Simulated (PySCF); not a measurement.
# FNdS (Nd(S)(F)): the cost of one run

Method: several levels, as the steps say, no spin–orbit coupling; program: PySCF 2.14.0.

1 further run of the same task is left out (for a known fault of the program).

### Step 1. Starting geometry

3 atoms, charge 0, spin multiplicity 1.

Bond lengths: Nd1–S2 2.368 Å, Nd1–F3 2.056 Å. Angles: S2–Nd1–F3 110.0°.

Coordinates:

```
Nd   -0.1955    0.0000   -0.4707
S     1.7757    0.0000    0.8406
F    -1.8511    0.0000    0.7476
```

Formal oxidation states: Nd +3. Each metal's 3 4f electrons lie in its core potential, so multiplicities, spins and levels count the valence alone. An earlier session relaxed this geometry at PBE0, Nd lcecp-1-SVP with ECP49, S def2-SVP, F def2-SVP (singlet, point group Cs).

At PBE0 on the finer grid: E = -531.630445 Eh, HOMO -5.86 eV, LUMO -2.38 eV, Mulliken charge on Nd1 +0.79 e, largest force component 0.005 eV/Å. 

Levels to run: HF; TPSS; PBE0, TZVP. Hardware: 2 threads of Arm Neoverse V2, shared host.

### Step 2. HF

run.py (the lines that set the calculation) reads:

```python
mol = gto.M(atom='''
Nd    -0.19547     0.00000    -0.47072
S      1.77574     0.00000     0.84055
F     -1.85114     0.00000     0.74764''',
    basis={'Nd': 'lcecp-1-SVP', 'S': 'def2-SVP', 'F': 'def2-SVP'},
    ecp={'Nd': 'lcecp-1-SVP'},
    charge=0, spin=0)
mf = scf.RHF(mol)
mf = mf.density_fit()  # fitting sets: Nd AutoAux, S def2-universal-JKFIT, F def2-universal-JKFIT
mf.conv_tol = 1e-08; mf.max_cycle = 55
mf.kernel(dm0)  # dm0: the density of the relaxed state
```

On the command line:

```bash
> OMP_NUM_THREADS=2 python run.py
```

**Question.** How long does this run take on 2 threads of Arm Neoverse V2, shared host?

About 1 s.
